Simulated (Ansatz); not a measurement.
Sn, space group I4/mmm, a check of PAW against all-electron LAPW

Run with Ansatz 0.2.0, Python API.

Contents of `sn.cif`:
```cif
data_Sn
_cell_length_a 3.682660
_cell_length_b 3.682660
_cell_length_c 3.682660
_cell_angle_alpha 128.81639
_cell_angle_beta 128.81639
_cell_angle_gamma 75.30619
_symmetry_space_group_name_H-M 'P 1'
_symmetry_Int_Tables_number 1
loop_
_symmetry_equiv_pos_as_xyz
'x, y, z'
loop_
_atom_site_label
_atom_site_type_symbol
_atom_site_fract_x
_atom_site_fract_y
_atom_site_fract_z
Sn1 Sn    0.000000    0.000000    0.000000
```

`paw_lapw.py`
```python
# -*- coding: utf-8 -*-
"""Checking the PAW result for Sn with LAPW."""

import ansatz as az
from ase.io import read
import numpy as np
import pandas as pd

XC = "pbesol"
KMESH = (12, 12, 12)
FILLING = "fermi_dirac"
SMEARING_WIDTH = 0.1


def count_gap(report):
    # lowest empty less highest filled band, counting bands; zero where they overlap
    return max(report.get("gap_by_band_count_ev") or 0.0, 0.0)

atoms = read("sn.cif")
sn = az.Crystal.from_ase(atoms)

setup = (
    sn.calculation()
    .functional(XC)
    .kpoints(mesh=KMESH)
    .occupations(FILLING, width=SMEARING_WIDTH)
    .stress()
    .forces()
    .band_table()
)
variants = {
    "PAW": setup.pseudopotentials("paw"),
    "LAPW": setup.pseudopotentials("all_electron", lapw=True),
}
# totals differ by the cores that each treatment holds, so compare what does not depend on them
rows = []
for label, variant in variants.items():
    r = variant.run(threads=1).report
    levels = np.array(r["eigenvalues_ev"][0]) - r["fermi_energy_ev"]
    print(label, "levels at the first k-point near E_F:", np.round(levels[np.abs(levels) < 5], 3))
    rows.append((label, r["n_electrons"], np.trace(r["stress_gpa"]) / 3, count_gap(r)))
print(pd.DataFrame(rows, columns=["treatment", "electrons in bands", "P GPa", "gap by band count eV"]).round(4).to_string(index=False))
```

Running `python paw_lapw.py` prints:
```text
DeckWarning: basis.ecutwfc = 420 eV, auto-derived from the records' recommended cutoffs: set by Sn (normal level)
PAW levels at the first k-point near E_F: []
LAPW levels at the first k-point near E_F: []
treatment  electrons in bands   P GPa  gap by band count eV
      PAW                14.0 -4.1589                   0.0
     LAPW                22.0 -4.1551                   0.0
```
(Warnings from the package without file and line.)

PAW gives -4.159 GPa and LAPW -4.155 GPa, 0.004 GPa apart. They took 3.5 and 16.9 s of processor time.

The computed bands are complete only to about 5.4 eV above the Fermi level. A gap by band count of zero or less means overlapping bands, a metal. This isn't the structure that Sn takes at ambient conditions. Gaps and levels are Kohn-Sham values on a finite set of k-points, without spin-orbit coupling. Pressure is positive in compression; the treatments may keep other shells as core, so totals and counts of electrons can differ. Timing: 22 s on 1 thread of Arm Neoverse V1, on a shared host, peak memory 0.57 GiB.
